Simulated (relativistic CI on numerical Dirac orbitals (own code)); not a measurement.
# Ti: the cost of one run

The numbers are computed with relativistic CI on numerical Dirac orbitals (own code) version 3 (charge-transfer multiplet model of a cubic metal-ligand cluster with up to 1 ligand holes, Slater and spin-orbit integrals from Dirac-Coulomb-Breit ions, Slater integrals scaled by 0.8), except any that are marked as measured or tabulated.

### 1 What is computed

- ion: Ti²⁺ (Ti III)
- nuclear charge: 22
- electrons: 20
- d electrons: 2
- ligand holes at most: 1
- parameters: in eV; Veg, Vt2g hoppings, tenDq and tenDqL metal and ligand splittings (negative tenDq: tetrahedral), red the scaling of hopping with a core hole
- temperature: 20 K
- widths: Lorentz 0.4 eV, Gauss 0.3 eV

### 2 Veg = 3.05 eV

Settings of the run:

```ini
cluster ion=Ti2+ d2 ligand_holes=1 slater_scale=0.8
Delta=7.8 Udd=5.7 Upd=7.1 tenDq=0.7 tenDqL=0.4 Veg=3.05 Vt2g=-1.39 red=0.8
spectrum xas L2,3 T=20 lorentz=0.4 gauss=0.3
```

The run is started by

```bash
$ python run_levels.py task.json out
```

One command runs all members of the session, one after another, from task.json.

Q: Estimate wall time and peak memory on 1 thread of AMD EPYC 9R45, shared host.

About 2.5 s, with a peak of 0.22 GiB.
